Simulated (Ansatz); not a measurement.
# TaHCl (quartet): from Hartree-Fock to the top rungs, def2-QZVPP

An exercise on one series of results from a longer session: the logs are not shown, and one member is left open.

Computed with Ansatz 0.2.0, Gaussian basis. Level: def2-QZVPP, core rule «outside noble gas», up to 9 orbitals frozen.

To be run: UHF; ROHF; CCSD(T) on UHF.

### The system

The geometry is a PBE0/def2-TZVP stationary point (not a proven minimum). No spin-orbit coupling is included. Elements past krypton take def2 core potentials.

3 atoms, charge 0, spin multiplicity 4.

Atoms are counted from 1 here; the program's logs count them from 0.

Bond lengths: Ta1–Cl2 2.311 Å, Ta1–H3 1.863 Å. Angles: Cl2–Ta1–H3 180.0°.

Geometry (Å):

```xyz
3
charge 0, multiplicity 4
Ta    0.0000    0.0000    0.1496
Cl    0.0000    0.0000   -2.1617
H     0.0000    0.0000    2.0121
```

The first run:

File in.yaml:

```yaml
crystal:
  periodic: [false, false, false]
  atoms:
    - {symbol: Ta, position_ang: [0.000000, 0.000000, 0.149600]}
    - {symbol: Cl, position_ang: [0.000000, 0.000000, -2.161700]}
    - {symbol: H, position_ang: [0.000000, 0.000000, 2.012100]}
basis:
  gaussian: {orbitals: "def2-QZVPP.json"}
magnetization: {spin_polarized: true, initial_magnetization: 3}
hamiltonian: {xc: hf}
output: {orbitals: {seedname: orbitals}}
```

On the command line:

```sh
$ ansatz run in.yaml --threads 1 --pin off --events-out ev --progress --plain --max-ram 4096MiB --backend cpu
```

Among the steps run: UHF; ROHF; CCSD(T) on UHF.

One table of the session follows, with a row left open; its other results are not shown here.

| method | from UCCSD(T) (meV) |
| --- | --- |
| ROHF | +9579.0 |
| UHF | +9421.1 |
| UMP2 | ? |
| UCCSD | +425.8 |
| UCCSD(T) | 0 |

Q: Estimate the row for UMP2 from the others.

As computed: from UCCSD(T) (meV): +1151.5. In the column «from UCCSD(T) (meV)» it lies between UCCSD (+425.8) and UHF (+9421.1).
